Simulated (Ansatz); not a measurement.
# AlGaH (quartet): wave-function methods side by side at distance Al1–Ga2 = 2.490 Å, 6-31G

How much of the correlation energy of AlGaH (quartet) does each wave-function method recover here?

The runs use Ansatz 0.2.0, Gaussian basis; 6-31G, core rule «outside noble gas», up to 19 orbitals frozen.

The runs, in order: UHF; CCSD(T) on ROHF; CCSD(T) on UHF; BCCD(T) on ROHF; CISD; CCSDT(Q) on ROHF; CCSDT(Q) on UHF; CASSCF and MRCISD+Q, 5 electrons in 5 orbitals; CASSCF and NEVPT2, 5 electrons in 5 orbitals; CASSCF and MRCISD+Q, 7 electrons in 9 orbitals; CASSCF and NEVPT2, 7 electrons in 9 orbitals; Full CI.

16 further runs of the same task are left out: 14 that didn't finish, 2 set aside as unsound or not needed.

## (1) The system

The geometry derives from a PBE0/def2-TZVP stationary point (not a proven minimum). One bond is set to the value named and the two fragments are kept rigid. No spin-orbit coupling is included. The filled d shell of Ga may be among the frozen orbitals whatever the setting's name suggests; the logs give the count.

3 atoms, charge 0, spin multiplicity 4.

Atoms are counted from 1 here; the program's logs count them from 0.

Bond lengths: Al1–Ga2 2.490 Å, Ga2–H3 1.559 Å. Angles: Al1–Ga2–H3 180.0°.

## (2) UHF

Input file in.yaml:

```yaml
crystal:
  periodic: [false, false, false]
  atoms:
    - {symbol: Al, position_ang: [0.000000, 0.000000, 2.179567]}
    - {symbol: Ga, position_ang: [0.000000, 0.000000, -0.310433]}
    - {symbol: H, position_ang: [0.000000, 0.000000, -1.869133]}
basis:
  gaussian: {orbitals: 6-31G}
magnetization: {spin_polarized: true, initial_magnetization: 3}
hamiltonian: {xc: hf}
output: {orbitals: {seedname: orbitals}}
```

On the command line:

```
$ ansatz run in.yaml --threads 1 --pin off --events-out ev --progress --plain --max-ram 2393MiB
```

The runs that follow: CCSD(T) on ROHF; CCSD(T) on UHF; BCCD(T) on ROHF; CISD; CCSDT(Q) on ROHF; CCSDT(Q) on UHF; CASSCF and MRCISD+Q, 5 electrons in 5 orbitals; CASSCF and NEVPT2, 5 electrons in 5 orbitals; CASSCF and MRCISD+Q, 7 electrons in 9 orbitals; CASSCF and NEVPT2, 7 electrons in 9 orbitals; Full CI.

**Question.** What will the summary of the whole plan be? Wanted: FCI below the RHF energy; RMP2 from FCI; UMP2 from FCI; RCCSD from FCI; RCCSD(T) from FCI; UCCSD(T) from FCI; RCCSDT(Q) from FCI; UCCSDT(Q) from FCI; MRCISD+Q pair from FCI.

**Answer**, as computed:

| quantity | value |
| --- | --- |
| FCI below the RHF energy | -2.0776 eV |
| RMP2 from FCI | +67.6 kJ/mol |
| UMP2 from FCI | +65.7 kJ/mol |
| RCCSD from FCI | +9.2 kJ/mol |
| RCCSD(T) from FCI | +3.3 kJ/mol |
| UCCSD(T) from FCI | +3.1 kJ/mol |
| RCCSDT(Q) from FCI | +0.3 kJ/mol |
| UCCSDT(Q) from FCI | +0.2 kJ/mol |
| MRCISD+Q pair from FCI | +2.0 kJ/mol |
| NEVPT2 valence from FCI | +14.4 kJ/mol |
| MRCISD+Q valence from FCI | +0.2 kJ/mol |
| levels within 1 kcal/mol (43 meV) | RCCSD(T), UCCSD(T), BCCD(T), RCCSDT, UCCSDT, RCCSDT(Q), UCCSDT(Q), MRCISD+Q pair, MRCISD valence, MRCISD+Q valence |
| T1 diagnostic | 0.053 |
| effectively unpaired electrons | 3.05 |

RCCSD(T) misses by +3.3 kJ/mol, 1.7 % of the correlation energy. The occupations are near whole numbers, but T1 = 0.053 shows that the orbitals relax strongly. Of the multireference levels listed MRCISD+Q valence comes nearest in total energy (+0.2 kJ/mol), which doesn't show that its space is the better one. These misses are within one basis, not against nature; the frozen cores of restricted and unrestricted runs differ, which can shift their rows.
